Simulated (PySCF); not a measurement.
# C3H7ClO2Si: the cost of one run

Computed with PySCF 2.14.0 and routines of our own; the level stands in each step. Atoms count from 0.

### Step 1. The system as given

14 atoms, charge 0, multiplicity 1; geometry from: GFN2-xTB.

### Step 2. Circular dichroism and optical rotation: TDDFT PBE0/def2-SVPD

Job settings and geometry (Å):

```
{"job": {"kind": "ecd", "xc": "PBE0", "basis": "def2-SVPD", "nstates": 12}, "charge": 0, "multiplicity": 1}
C     -1.598219     0.201093     0.604274
C     -0.622390     0.171941    -0.564004
C      0.180613    -1.150223    -0.611732
O      1.417812    -0.926767     0.006886
Si     1.792612     0.665463     0.014115
Cl     2.382265     1.235866     1.825395
O      0.318479     1.212417    -0.425626
H     -1.066684    -0.018780     1.527716
H     -2.386686    -0.531868     0.455513
H     -2.040895     1.190372     0.685977
H     -1.152739     0.333981    -1.508550
H     -0.332370    -1.953570    -0.080395
H      0.356104    -1.455870    -1.647661
H      2.751422     1.025472    -1.010412
```

With the program's defaults for keys left out, this is: TDDFT PBE0/def2-SVPD circular dichroism and optical rotation, one conformer, gas phase.

Run with:

```
$ OMP_NUM_THREADS=1 python excited_run.py task.json out
```

One launch serves the whole session: the jobs run in the order shown.

Q: Estimate the wall time and peak memory of this job on 1 thread of Arm Neoverse V2, shared host.

About 59 s, with a peak of 0.95 GiB.
